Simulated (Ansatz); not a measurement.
# C2H5ClOSi: up Jacob's ladder to CCSD(T)

How much do the methods differ for C2H5ClOSi? The plan is to run it at one geometry with functionals of several rungs and with coupled cluster. The yardstick is the atomisation energy at the CCSD(T) limit.

Method: functionals in def2-TZVPP, the program's frozen cores in correlated methods; program: Ansatz 0.2.0, Gaussian basis.

Levels to be run: PBE-D4, r2SCAN-D4, PBE0-D4, B3LYP-D4, ωB97X-V, ωB97M-V, B2PLYP; CCSD(T)/def2-TZVPP; MP2/def2-QZVPP; extrapolation to the limit.

## 1. Structure used throughout

All runs share one geometry, relaxed beforehand with PBE0-D4 in a triple-zeta def2 set.

SMILES `Cl[SiH]1CCO1`, 10 atoms, charge 0, spin multiplicity 1.

Atoms are counted from 1 here; the program's logs count them from 0.

Bond lengths: Cl1–Si2 2.048 Å, Si2–C3 1.863 Å, Si2–O5 1.654 Å, Si2–H6 1.479 Å, C3–C4 1.545 Å, C3–H7 1.088 Å, C3–H8 1.089 Å, C4–O5 1.454 Å, C4–H9 1.092 Å, C4–H10 1.092 Å. Angles: Cl1–Si2–C3 116.5°, Cl1–Si2–O5 114.1°, Cl1–Si2–H6 105.5°, C3–Si2–O5 82.7°, C3–Si2–H6 122.2°, O5–Si2–H6 114.8°, Si2–C3–C4 82.4°, Si2–C3–H7 117.3°, Si2–C3–H8 116.3°, C4–C3–H7 114.8°, C4–C3–H8 114.1°, H7–C3–H8 109.7°, C3–C4–O5 101.8°, C3–C4–H9 113.6°, C3–C4–H10 113.4°, O5–C4–H9 109.1°, O5–C4–H10 109.4°, H9–C4–H10 109.3° and more.

## 2. PBE-D4 (GGA)

The input, in.yaml:

```yaml
crystal:
  periodic: [false, false, false]
  atoms:
    - {symbol: Cl, position_ang: [-2.718765, -0.845167, -0.012939]}
    - {symbol: Si, position_ang: [-1.106721, 0.398554, 0.211404]}
    - {symbol: C, position_ang: [0.373917, 0.043997, -0.861913]}
    - {symbol: C, position_ang: [1.006763, -0.344082, 0.493403]}
    - {symbol: O, position_ang: [-0.072501, -0.049960, 1.421749]}
    - {symbol: H, position_ang: [-1.672273, 1.758710, 0.349189]}
    - {symbol: H, position_ang: [0.287714, -0.772523, -1.576177]}
    - {symbol: H, position_ang: [0.840754, 0.903834, -1.341200]}
    - {symbol: H, position_ang: [1.878559, 0.258103, 0.756141]}
    - {symbol: H, position_ang: [1.265753, -1.402667, 0.563243]}
basis:
  gaussian: {orbitals: def2-TZVPP}
hamiltonian: {xc: pbe, dispersion: d4}
output: {forces: true, orbitals: {seedname: orbitals}}
```

Started as:

```
> ansatz run in.yaml --threads 4 --pin off --events-out ev --progress --plain --max-ram 10444MiB
```

Further steps of the session: r2SCAN-D4 (meta-GGA); PBE0-D4 (hybrid); B3LYP-D4 (hybrid); ωB97X-V (range-separated); ωB97M-V (range-separated); B2PLYP (double hybrid); CCSD(T) in def2-TZVPP; MP2 in def2-QZVPP.

Q: Predict the results of all the runs planned. Wanted: atomisation energy, CCSD(T)/CBS; farthest; mean size of error, hybrid; mean size of error, range-separated; gap, smallest and largest; T1 diagnostic; triples share of the correlation energy.

The runs gave:

| quantity | value |
| --- | --- |
| atomisation energy, CCSD(T)/CBS | 40.065 eV |
| functionals within 0.200 eV (0.5 %) | r2SCAN-D4, PBE0-D4, ωB97X-V, ωB97M-V |
| farthest | PBE-D4 (+0.713 eV) |
| mean size of error, hybrid | 0.173 eV |
| mean size of error, range-separated | 0.159 eV |
| gap, smallest and largest | 6.05 eV (PBE-D4), 12.92 eV (ωB97X-V) |
| T1 diagnostic | 0.0110 |
| triples share of the correlation energy | 4.0 % |

What this shows: PBE-D4 is off by +0.713 eV. Double hybrids carry the basis error of their MP2 part in triple zeta, and no dispersion term here, so their miss is partly the set-up's. The reference freezes the cores and leaves out relativity and excitations past (T), so misses under about 0.200 eV can't be ranked. Hartree-Fock recovers 73 % of the binding; the rest is correlation. Orbital gaps span 6.0 to 12.9 eV; exact exchange widens them.
